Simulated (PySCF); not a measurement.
# C2H2B2: the cost of one run

Program: PySCF 2.14.0. Level of theory: relaxation, HF, aug-cc-pvtz, and further levels as typed in the inputs. These are calculated values, not measurements.

## 1. Starting point

Bond lengths: C1–C2 1.440 Å, C1–B3 1.443 Å, C2–B3 1.443 Å, C1–B4 1.443 Å, C2–B4 1.443 Å, B3–H5 1.180 Å, B4–H6 1.180 Å. Angles: C1–C2–B3 60.1°, C1–C2–B4 60.1°, B3–C2–B4 120.1°, C2–C1–B3 60.1°, C2–C1–B4 60.1°, B3–C1–B4 120.1°, C1–B3–C2 59.9°, C1–B3–H5 150.1°, C2–B3–H5 150.1°, C1–B4–C2 59.9°, C1–B4–H6 150.1°, C2–B4–H6 150.1°.

Coordinates:

```xyz
6

C     0.7200    0.0000    0.0000
C    -0.7200    0.0000    0.0000
B     0.0000    1.2500    0.0000
B     0.0000   -1.2500    0.0000
H     0.0000    2.4300    0.0000
H     0.0000   -2.4300    0.0000
```

## 2. Relaxation: C2H2B2

File run.py:

```python
from pyscf import gto, scf
from pyscf.geomopt.geometric_solver import optimize
mol = gto.M(atom="mol.xyz", basis="aug-cc-pvtz", verbose=4)
mf = scf.RHF(mol).run(conv_tol=1e-9)
m = optimize(mf, maxsteps=60)
print("optimised structure (A):")
for k in range(m.natm): print(m.atom_symbol(k), *(f"{x:.8f}" for x in m.atom_coords(unit="A")[k]))
```

Run with:

```
$ python run.py
```

**Question.** How long does this run take on 4 threads of Arm Neoverse N1, shared host?

About 3.4 min.
